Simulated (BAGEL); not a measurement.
# CH6BFP− (SMILES C[BH-](F)P): HF/STO-3G (density fitting with qzvpp-jkfit)

Aim: the vertical ionisation energy of CH6BFP− at HF/STO-3G (density fitting with qzvpp-jkfit), from 2 runs. 

The calculation is run with BAGEL 1.2.2.

### Step 1. Starting point

CH6BFP− has 10 atoms, charge -1, and is taken as a singlet. SMILES: `C[BH-](F)P`. The shape is that of a GFN2-xTB optimisation. This is one conformer, not always the lowest.

Bond lengths: C1–B2 1.635 Å, B2–F3 1.426 Å, B2–P4 2.047 Å, C1–H5 1.093 Å, C1–H6 1.092 Å, C1–H7 1.091 Å, B2–H8 1.213 Å, P4–H9 1.385 Å, P4–H10 1.385 Å. Some angles: C1–B2–F3 110.7°, C1–B2–P4 108.9°, F3–B2–P4 107.2°, C1–B2–H8 113.5°, F3–B2–H8 108.7°, P4–B2–H8 107.6°, B2–C1–H5 111.2°, B2–C1–H6 111.4°, B2–C1–H7 111.8°, B2–P4–H9 95.9°.

### Step 2. The energy at HF/STO-3G (density fitting with qzvpp-jkfit)

Input file hf.json:

```json
{ "bagel": [

{
  "title": "molecule",
  "basis": "sto-3g",
  "df_basis": "qzvpp-jkfit",
  "angstrom": true,
  "geometry": [
    { "atom": "C", "xyz": [   -0.321450,    1.296220,    0.205250 ] },
    { "atom": "B", "xyz": [   -0.129230,   -0.297960,    0.514880 ] },
    { "atom": "F", "xyz": [    0.467240,   -0.493980,    1.794900 ] },
    { "atom": "P", "xyz": [    1.145940,   -1.093890,   -0.874400 ] },
    { "atom": "H", "xyz": [   -0.999480,    1.759860,    0.925650 ] },
    { "atom": "H", "xyz": [   -0.738230,    1.461120,   -0.790340 ] },
    { "atom": "H", "xyz": [    0.625120,    1.835740,    0.256900 ] },
    { "atom": "H", "xyz": [   -1.164760,   -0.928070,    0.466700 ] },
    { "atom": "H", "xyz": [    0.229400,   -1.115690,   -1.912820 ] },
    { "atom": "H", "xyz": [    0.885460,   -2.423360,   -0.586720 ] }
  ]
},
{
  "title": "hf",
  "charge": -1
},
{
  "title": "print",
  "file": "orbitals.molden",
  "orbitals": true
}

]}
```

Run with:

```sh
BAGEL_NUM_THREADS=1 BAGEL hf.json > hf.out
```

Log:

```text
* using 1 threads per process

  ===============================================================
  ===============================================================

  *** Geometry ***

  { "atom" : "C", "xyz" : [     -0.607452,      2.449501,      0.387866 ] },
  { "atom" : "B", "xyz" : [     -0.244209,     -0.563063,      0.972982 ] },
  { "atom" : "F", "xyz" : [      0.882956,     -0.933487,      3.391869 ] },
  { "atom" : "P", "xyz" : [      2.165513,     -2.067153,     -1.652377 ] },
  { "atom" : "H", "xyz" : [     -1.888743,      3.325653,      1.749225 ] },
  { "atom" : "H", "xyz" : [     -1.395053,      2.761117,     -1.493526 ] },
  { "atom" : "H", "xyz" : [      1.181306,      3.469046,      0.485471 ] },
  { "atom" : "H", "xyz" : [     -2.201077,     -1.753798,      0.881935 ] },
  { "atom" : "H", "xyz" : [      0.433503,     -2.108349,     -3.614706 ] },
  { "atom" : "H", "xyz" : [      1.673277,     -4.579487,     -1.108740 ] },

  Number of auxiliary basis functions:      463

  Since a DF basis is specified, we compute 2- and 3-index integrals:
    o Being stored without compression. Storage requirement is 0.003 GB

  Number of basis functions:       30
  Number of electrons      :       41

    * METHOD: MOLECULE                             0.21

  *** RHF ***

  === Nuclear Repulsion ===
   151.9589344684

      * DIIS with orbital gradients will be used.

  === RHF iteration (sto-3g) ===
      0       -500.09721391          0.01292148           0.02
      1       -500.15879991          0.00244341           0.02
      2       -500.16162528          0.00066448           0.02
      3       -500.16183133          0.00011721           0.02
      4       -500.16183916          0.00002660           0.02
      5       -500.16183954          0.00000168           0.02
      6       -500.16183954          0.00000026           0.02
      7       -500.16183954          0.00000004           0.02
      8       -500.16183954          0.00000001           0.02
    * SCF iteration converged.

    * Permanent dipole moment:
           (   -0.348819,    -0.172637,     0.343520) a.u.

    * METHOD: HF                                   0.23

    * METHOD: PRINT                                0.00

  ===============================================================
```

It took 0.62 s on 1 thread of Intel Xeon 6975P-C (Granite Rapids), shared host.

### Step 3. Doublet neutral CH6BFP at the same level

Input file hf.json:

```json
{ "bagel" : [

{
  "title" : "molecule",
  "basis" : "sto-3g",
  "df_basis" : "qzvpp-jkfit",
  "angstrom" : true,
  "geometry" : [
    { "atom" : "C", "xyz" : [   -0.321450,    1.296220,    0.205250 ] },
    { "atom" : "B", "xyz" : [   -0.129230,   -0.297960,    0.514880 ] },
    { "atom" : "F", "xyz" : [    0.467240,   -0.493980,    1.794900 ] },
    { "atom" : "P", "xyz" : [    1.145940,   -1.093890,   -0.874400 ] },
    { "atom" : "H", "xyz" : [   -0.999480,    1.759860,    0.925650 ] },
    { "atom" : "H", "xyz" : [   -0.738230,    1.461120,   -0.790340 ] },
    { "atom" : "H", "xyz" : [    0.625120,    1.835740,    0.256900 ] },
    { "atom" : "H", "xyz" : [   -1.164760,   -0.928070,    0.466700 ] },
    { "atom" : "H", "xyz" : [    0.229400,   -1.115690,   -1.912820 ] },
    { "atom" : "H", "xyz" : [    0.885460,   -2.423360,   -0.586720 ] }
  ]
},
{
  "title" : "uhf",
  "charge" : 0,
  "nopen" : 1
},
{
  "title" : "print",
  "file" : "orbitals.molden",
  "orbitals" : true
}

]}
```

Run with:

```sh
BAGEL_NUM_THREADS=1 BAGEL hf.json > hf.out
```

Log:

```text
* using 1 threads per process

  ===============================================================
  ===============================================================

  *** Geometry ***

  { "atom" : "C", "xyz" : [     -0.607452,      2.449501,      0.387866 ] },
  { "atom" : "B", "xyz" : [     -0.244209,     -0.563063,      0.972982 ] },
  { "atom" : "F", "xyz" : [      0.882956,     -0.933487,      3.391869 ] },
  { "atom" : "P", "xyz" : [      2.165513,     -2.067153,     -1.652377 ] },
  { "atom" : "H", "xyz" : [     -1.888743,      3.325653,      1.749225 ] },
  { "atom" : "H", "xyz" : [     -1.395053,      2.761117,     -1.493526 ] },
  { "atom" : "H", "xyz" : [      1.181306,      3.469046,      0.485471 ] },
  { "atom" : "H", "xyz" : [     -2.201077,     -1.753798,      0.881935 ] },
  { "atom" : "H", "xyz" : [      0.433503,     -2.108349,     -3.614706 ] },
  { "atom" : "H", "xyz" : [      1.673277,     -4.579487,     -1.108740 ] },

  Number of auxiliary basis functions:      463

  Since a DF basis is specified, we compute 2- and 3-index integrals:
    o Being stored without compression. Storage requirement is 0.003 GB

  Number of basis functions:       30
  Number of electrons      :       41

    * METHOD: MOLECULE                             0.17

  *** Open-shell HF ***

  === Nuclear Repulsion ===
   151.9589344684

      * DIIS with orbital gradients will be used.

  === UHF iteration (sto-3g) ===
      0       -500.11318637          0.02858041           0.02
      1       -500.19060701          0.00746933           0.02
      2       -500.19653578          0.00245957           0.02
      3       -500.19726080          0.00085517           0.02
      4       -500.19750562          0.00026446           0.02
      5       -500.19755209          0.00008071           0.02
      6       -500.19755990          0.00003047           0.02
      7       -500.19756175          0.00001166           0.02
      8       -500.19756205          0.00000637           0.02
      9       -500.19756212          0.00000360           0.02
     10       -500.19756214          0.00000178           0.02
     11       -500.19756214          0.00000050           0.02
     12       -500.19756214          0.00000033           0.02
     13       -500.19756214          0.00000019           0.02
     14       -500.19756214          0.00000010           0.02
     15       -500.19756214          0.00000004           0.02
     16       -500.19756214          0.00000001           0.02
     17       -500.19756214          0.00000001           0.02
    * SCF iteration converged.

    * S^2 (UHF) is 0.7616

    * Permanent dipole moment:
           (   -0.733872,     0.780894,     1.375169) a.u.

    * METHOD: UHF                                  0.45

    * METHOD: PRINT                                0.00

  ===============================================================
```

It took 0.77 s on 1 thread of Intel Xeon 6975P-C (Granite Rapids), shared host.

### Step 4. Summary of results

Level: HF/STO-3G (density fitting with qzvpp-jkfit).

| quantity | value |
| --- | --- |
| singlet CH6BFP−: total energy | -500.16184 Eh |
| singlet CH6BFP−: HOMO energy | 0.20 eV |
| singlet CH6BFP−: LUMO energy | 19.57 eV |
| singlet CH6BFP−: HOMO–LUMO gap (to an unbound level, set by the basis) | 19.37 eV |
| doublet neutral CH6BFP: total energy | -500.19756 Eh |
| doublet neutral CH6BFP: dipole moment | 4.43 D |
| doublet neutral CH6BFP: ⟨S²⟩ | 0.762 |
| vertical detachment energy (to the doublet neutral) | -0.972 eV |

The species is unbound against losing an electron at this level, by 0.97 eV (−93.8 kJ/mol); missing correlation or diffuse functions can give that sign where the real anion is bound. In a minimal basis such a difference can be off by several eV, whatever the method. The HOMO (singlet CH6BFP−) lies at positive energy, 0.20 eV: the electron is unbound at this level or held by a compact basis; values depend on the basis.
